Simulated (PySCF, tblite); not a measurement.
# C5H3F2O radical: geometry, infrared bands and EPR parameters

Wanted: the infrared bands and EPR parameters of C5H3F2O radical (`[CH2]O/C(F)=C1C=C\1F`), by calculation.

Computed with tblite 0.8.0 and PySCF 2.14.0, with density-fitted response routines of our own, on a single molecule in the gas phase. Atoms count from 0, in the outputs and in this text.

### 1 The starting structure

11 atoms, charge 0, multiplicity 2; geometry from: force field or distance geometry start.

Bonds of the start (Å): C0–O1 1.34, O1–C2 1.39, C2–F3 1.37, C2–C4 1.30, C4–C5 1.38, C5–C6 1.36, C6–F7 1.34, C6–C4 1.39, C0–H8 1.08, C0–H9 1.08, C5–H10 1.08.

### 2 Optimising the geometry with GFN2-xTB

The job: settings as JSON, then the geometry in Å.

```
{"job": {"kind": "relax", "xc": "GFN2-xTB", "basis": "xTB"}, "charge": 0, "multiplicity": 2}
C     -2.508700    -0.123300    -0.074200
O     -1.267700    -0.556200     0.191000
C     -0.286000     0.368200     0.535100
F     -0.595200     1.697800     0.575000
C      0.931800    -0.007800     0.810200
C      1.893400    -0.989600     0.938200
C      2.240700     0.308600     1.144600
F      3.139500     0.884800     0.329600
H     -3.208100    -0.906900    -0.319700
H     -2.732500     0.931900    -0.025200
H      2.398100    -1.604800     0.213200
```

Started as:

```bash
$ OMP_NUM_THREADS=1 python probes_run.py task.json out
```

The driver reads the jobs from task.json and runs them one after another.

**Question.** This job is followed by: GFN2-xTB harmonic vibrations, gas phase; UKS B3LYP, pcH-1 on C F H O, non-relativistic, mean-field spin-orbit, GIAO. Predict these results of the whole session: strongest single infrared mode (GFN2-xTB); zero-point energy (GFN2-xTB); g(iso) (B3LYP); ⟨S²⟩; largest a(iso) (averaged by class); surface potential, 1st and 99th percentile.

As calculated:

| quantity | value |
| --- | --- |
| strongest single infrared mode (GFN2-xTB) | 1037 cm⁻¹, 437 km/mol |
| zero-point energy (GFN2-xTB) | 38.3 kcal/mol |
| g(iso) (B3LYP) | 2.00315 |
| ⟨S²⟩ | 0.757 (exact 0.75) |
| largest a(iso) (averaged by class) | 13C on C0, 90.8 MHz |
| surface potential, 1st and 99th percentile | -0.76 V and 1.65 V |

What this shows: The optimisation took 66 steps and gained 1.520 eV; among the close pairs (by a distance rule), C4–C5 changed most, from 1.380 to 1.496 Å. No mode is imaginary among the 27: a minimum at this level. The strongest single mode, at 1037 cm⁻¹, has its largest shares on C2, C5, C0 and F7 (the list is cut at 4 atoms). GFN2-xTB is a fitted tight-binding method: band positions and strengths are rough. Its intensities can rank the bands wrongly. Most of the unpaired spin sits on C0 (0.91 e). The isotropic g lies 0.8 ppt above the free-electron value.
